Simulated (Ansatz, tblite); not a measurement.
# C₁₀H₂₁CuS: rung by rung, part 2 of 2

Aim: run the singlet of C₁₀H₂₁CuS at one geometry on many levels, and compare frontier levels, spin and run time.

Ansatz 0.2.0, Gaussian basis; as each input shows. The steps go on from the part before.

## (11) HF/6-31G

File in.yaml:

```yaml
crystal:
  periodic: [false, false, false]
  atoms:
    - {symbol: C, position_ang: [-5.548865, -0.090550, 1.370142]}
    - {symbol: C, position_ang: [-4.051607, -0.211492, 1.629082]}
    - {symbol: C, position_ang: [-3.195468, 0.225279, 0.442521]}
    - {symbol: C, position_ang: [-1.694992, 0.104543, 0.692631]}
    - {symbol: C, position_ang: [-0.836818, 0.523215, -0.497819]}
    - {symbol: C, position_ang: [0.663229, 0.404344, -0.241571]}
    - {symbol: C, position_ang: [1.516524, 0.783059, -1.450804]}
    - {symbol: C, position_ang: [3.023942, 0.786782, -1.189807]}
    - {symbol: C, position_ang: [3.595712, -0.575452, -0.799633]}
    - {symbol: C, position_ang: [5.107804, -0.569560, -0.609063]}
    - {symbol: S, position_ang: [5.830200, -2.216182, -0.230810]}
    - {symbol: Cu, position_ang: [4.366060, -2.878287, 1.133571]}
    - {symbol: H, position_ang: [-6.141125, -0.413688, 2.240524]}
    - {symbol: H, position_ang: [-5.831023, 0.950857, 1.142707]}
    - {symbol: H, position_ang: [-5.855269, -0.708775, 0.510007]}
    - {symbol: H, position_ang: [-3.776293, 0.390590, 2.514947]}
    - {symbol: H, position_ang: [-3.801625, -1.257032, 1.889034]}
    - {symbol: H, position_ang: [-3.468025, -0.376323, -0.445865]}
    - {symbol: H, position_ang: [-3.440333, 1.272422, 0.180130]}
    - {symbol: H, position_ang: [-1.420675, 0.714746, 1.574526]}
    - {symbol: H, position_ang: [-1.453977, -0.940871, 0.966020]}
    - {symbol: H, position_ang: [-1.079245, 1.566311, -0.777068]}
    - {symbol: H, position_ang: [-1.106564, -0.091785, -1.377625]}
    - {symbol: H, position_ang: [0.890325, -0.631986, 0.070440]}
    - {symbol: H, position_ang: [0.940721, 1.045551, 0.617793]}
    - {symbol: H, position_ang: [1.211233, 1.785866, -1.801582]}
    - {symbol: H, position_ang: [1.291921, 0.090832, -2.284561]}
    - {symbol: H, position_ang: [3.257357, 1.522513, -0.396644]}
    - {symbol: H, position_ang: [3.545359, 1.143329, -2.096757]}
    - {symbol: H, position_ang: [3.138168, -0.926370, 0.150621]}
    - {symbol: H, position_ang: [3.331183, -1.335814, -1.557452]}
    - {symbol: H, position_ang: [5.600110, -0.240117, -1.541977]}
    - {symbol: H, position_ang: [5.392027, 0.154033, 0.174349]}
basis:
  gaussian: {orbitals: 6-31G}
hamiltonian: {xc: hf}
scf: {omitted_lower_state_checks: [starts]}
output: {orbitals: {seedname: orbitals}}
```

On the command line:

```bash
$ ansatz run in.yaml --threads 4 --pin off --events-out ev --progress --plain --max-ram 6963MiB
```

Output:

```text
Functional definition: HF
  name "HF"
  cite "Fock, Z. Phys. 61, 126 (1930) doi:10.1007/BF01340294"
  parent pbe
  exchange = exact_x
  correlation = 0
these checks for a lower state are left out or cut short: starts
2368 factors; integrals over basis functions are off by at most 1.7e-4 eV
mean field evaluation 1: about -66030.8533 eV, gradient 6.4e1 eV
mean field evaluation 2: about -66030.8431 eV, gradient 6.4e1 eV
mean field evaluation 4: about -66038.1477 eV, gradient 7.1e0 eV
mean field evaluation 8: about -66038.3342 eV, gradient 1.7e-1 eV
mean field -66038.33466981 eV, -2426.8640367245 hartree, gradient 2.0e-5 eV, S^2 0.000000; 0 other end points of the search recorded, 0 dependent functions left out
reference -66038.33466981 eV, -2426.8640367245 hartree; 63, 63 occupied and 111, 111 virtual orbitals, 2368 factors
Total energy: -66038.33466981 eV, -2426.8640367245 hartree
Checks for a lower state left out: starts
```

Wall time 7.5 s (4 threads of Arm Neoverse N1, shared host); peak memory 0.71 GiB.

HOMO -7.97 eV, LUMO 0.28 eV.

## (12) B3LYP-D4/6-31G

Edit in.yaml of step 11 so:

```diff
@@ -38,3 +38,3 @@
   gaussian: {orbitals: 6-31G}
-hamiltonian: {xc: hf}
+hamiltonian: {xc: {name: B3LYP}, dispersion: d4}
 scf: {omitted_lower_state_checks: [starts]}
```

Same command.

Output:

```text
Functional definition: B3LYP
  name "B3LYP"
  cite "Stephens, Devlin, Chabalowski & Frisch, J. Phys. Chem. 98, 11623 (1994) doi:10.1021/j100096a001"
  cite "Becke, Phys. Rev. A 38, 3098 (1988) doi:10.1103/PhysRevA.38.3098"
  cite "Lee, Yang & Parr, Phys. Rev. B 37, 785 (1988) doi:10.1103/PhysRevB.37.785"
  cite "Vosko, Wilk & Nusair, Can. J. Phys. 58, 1200 (1980) doi:10.1139/p80-159"
  parameter a0 = 0.2
  parameter ax = 0.72
  parameter ac = 0.81
  exchange = (1 - a0 - ax)*slater_x + ax*b88_x + a0*exact_x
  correlation = (1 - ac)*vwn_rpa_c + ac*lyp_c
these checks for a lower state are left out or cut short: starts
2368 factors; integrals over basis functions are off by at most 1.7e-4 eV
mean field evaluation 1: about -66160.1051 eV, gradient 9.2e1 eV
mean field evaluation 2: about -65797.9073 eV, gradient 4.7e2 eV
mean field evaluation 4: about -66177.5770 eV, gradient 2.9e1 eV
mean field evaluation 8: about -66178.6475 eV, gradient 1.2e0 eV
mean field evaluation 16: about -66179.1952 eV, gradient 1.2e-3 eV
mean field -66179.19521027 eV, -2432.0405661076 hartree, gradient 8.4e-5 eV, S^2 0.000000; 0 other end points of the search recorded, 0 dependent functions left out
reference -66179.19561147 eV, -2432.0405808516 hartree; 63, 63 occupied and 111, 111 virtual orbitals, 2368 factors
Total energy: -66180.49623266 eV, -2432.0883777989 hartree
Checks for a lower state left out: starts
```

Run time: 12 s. Hardware: 4 threads of Arm Neoverse N1, shared host; peak memory 0.82 GiB.

Report: HOMO -5.27 eV, LUMO -2.47 eV.

## (13) MP2/def2-SVP

Edit in.yaml of step 12 so:

```diff
@@ -37,4 +37,4 @@
 basis:
-  gaussian: {orbitals: 6-31G}
-hamiltonian: {xc: {name: B3LYP}, dispersion: d4}
+  gaussian: {orbitals: def2-SVP, initial_orbitals: start.molden}
+correlation: {method: mp2, frozen_orbitals: {C: 1, Cu: 9, H: 0, S: 5}}
 scf: {omitted_lower_state_checks: [starts]}
```

Launched as before.

Output:

```text
Functional definition: HF
  name "HF"
  cite "Fock, Z. Phys. 61, 126 (1930) doi:10.1007/BF01340294"
  parent pbe
  exchange = exact_x
  correlation = 0
these checks for a lower state are left out or cut short: starts
3070 factors; integrals over basis functions are off by at most 1.2e-3 eV
mean field evaluation 1: about -66032.8609 eV, gradient 3.5e1 eV
mean field evaluation 2: about -66035.0089 eV, gradient 2.1e0 eV
mean field evaluation 4: about -66035.4404 eV, gradient 9.2e-1 eV
mean field evaluation 8: about -66035.4447 eV, gradient 1.5e-4 eV
mean field -66035.44473859 eV, -2426.7578337109 hartree, gradient 2.3e-6 eV, S^2 0.000000; 0 other end points of the search recorded, 0 dependent functions left out
24 core orbitals not correlated: weight in the atoms' cores, before any rotation towards them, 1.000 or more for the frozen orbitals, at most 0.000 for the correlated occupied ones
reference -66035.44473859 eV, -2426.7578337109 hartree; 39, 39 occupied and 231, 231 virtual orbitals, 3070 factors
second order -51.09400254 eV of doubles, -0.00000000 eV of singles
Total energy: -66086.53874113 eV, -2428.6355036715 hartree
Checks for a lower state left out: starts
```

It took 28 s on 4 threads of Arm Neoverse N1, shared host; peak memory 1.2 GiB.

Report: Hartree-Fock HOMO -7.88 eV, LUMO 0.54 eV.

## (14) RPA/def2-SVP

Edit in.yaml of step 13 so:

```diff
@@ -38,4 +38,4 @@
   gaussian: {orbitals: def2-SVP, initial_orbitals: start.molden}
-correlation: {method: mp2, frozen_orbitals: {C: 1, Cu: 9, H: 0, S: 5}}
+hamiltonian: {xc: pbe}
+correlation: {method: rpa, frozen_orbitals: {C: 1, Cu: 9, H: 0, S: 5}}
 scf: {omitted_lower_state_checks: [starts]}
-output: {orbitals: {seedname: orbitals}}
```

Same command.

Output:

```text
Functional definition: PBE
  name "PBE"
  cite "Perdew, Burke & Ernzerhof, Phys. Rev. Lett. 77, 3865 (1996) doi:10.1103/PhysRevLett.77.3865"
  parent pbe
  parameter kappa = 0.804
  parameter beta = 0.06672455060314922
  exchange = pbe_x(kappa = kappa, mu = beta*pi^2/3)
  correlation = pbe_c(beta = beta)
these checks for a lower state are left out or cut short: starts
3070 factors; integrals over basis functions are off by at most 1.2e-3 eV
mean field evaluation 1: about -66145.3178 eV, gradient 1.3e1 eV
mean field evaluation 2: about -66145.7930 eV, gradient 6.9e-1 eV
mean field evaluation 4: about -66145.7597 eV, gradient 4.1e-2 eV
mean field evaluation 8: about -66145.7597 eV, gradient 9.2e-6 eV
mean field -66145.75965704 eV, -2430.8118321901 hartree, gradient 9.2e-6 eV, S^2 0.000000; 0 other end points of the search recorded, 0 dependent functions left out
24 core orbitals not correlated: weight in the atoms' cores, before any rotation towards them, 1.000 or more for the frozen orbitals, at most 0.000 for the correlated occupied ones
reference -66032.51325459 eV, -2426.6501036610 hartree; 39, 39 occupied and 231, 231 virtual orbitals, 3070 factors
Total energy: -66114.39227920 eV, -2429.6591023158 hartree
Checks for a lower state left out: starts
```

Wall time 43 s (4 threads of Arm Neoverse N1, shared host); peak memory 1.3 GiB.

## (15) Levels side by side

```tsv
level	functions	HOMO (eV)	LUMO (eV)	gap (eV)	time
HF/STO-3G	98	-5.74	3.82	9.56	4.7 s
HF/6-31G	174	-7.97	0.28	8.25	7.5 s
PBE-D4/def2-SVP	294	-4.24	-2.77	1.46	12 s
PBE-D4/def2-TZVP	518	-4.66	-3.15	1.51	33 s
BLYP-D4/def2-TZVP	518	-4.56	-3.14	1.41	31 s
r2SCAN-D4/def2-TZVP	518	-4.80	-2.92	1.88	46 s
B3LYP-D4/6-31G	174	-5.27	-2.47	2.80	12 s
PBE0-D4/def2-SVP	294	-5.43	-1.93	3.50	40 s
PBE0-D4/def2-TZVP	518	-5.75	-2.28	3.47	73 s
BHLYP-D4/def2-TZVP	518	-6.70	-1.58	5.12	73 s
```

The pieces so far (eV):

```tsv
basis	HF	MP2 correlation	total
def2-SVP	-66035.4447	-51.0940	-66086.5387 (MP2)
```

## (16) Binding energy

Free atoms were run apart at each level; binding is atoms less cluster, divided by the number of atoms, without zero-point or spin-orbit terms.

```tsv
level	binding an atom (eV)
HF/6-31G	2.956
HF/def2-SVP	3.105
PBE-D4/def2-SVP	4.191
PBE-D4/def2-TZVP	4.142
BLYP-D4/def2-TZVP	4.034
r2SCAN-D4/def2-TZVP	4.074
B3LYP-D4/6-31G	4.018
PBE0-D4/def2-SVP	4.144
PBE0-D4/def2-TZVP	4.093
BHLYP-D4/def2-TZVP	3.965
MP2/def2-SVP	3.940
```

## (17) Summary of results

This closing draws on all 2 parts.

| quantity | value |
| --- | --- |
| gap in def2-TZVP, named functionals, smallest and largest | 1.41 eV (BLYP-D4), 5.12 eV (BHLYP-D4) |
| correlation energy, MP2/def2-SVP | -51.09 eV |
| binding an atom, functionals in def2-TZVP | 3.97 (BHLYP-D4) to 4.14 eV (PBE-D4) |
| PBE0 total energy, smallest basis above largest | 21.56 eV (def2-SVP, def2-TZVP) |

**Reading.** Orbital gaps of the named functionals in def2-TZVP span 1.41 eV (BLYP-D4) to 5.12 eV (BHLYP-D4); exact exchange widens it.

The slowest run with a step of its own, BHLYP-D4/def2-TZVP, took 73 s; the quickest functional in def2-TZVP took 31 s (shared host).
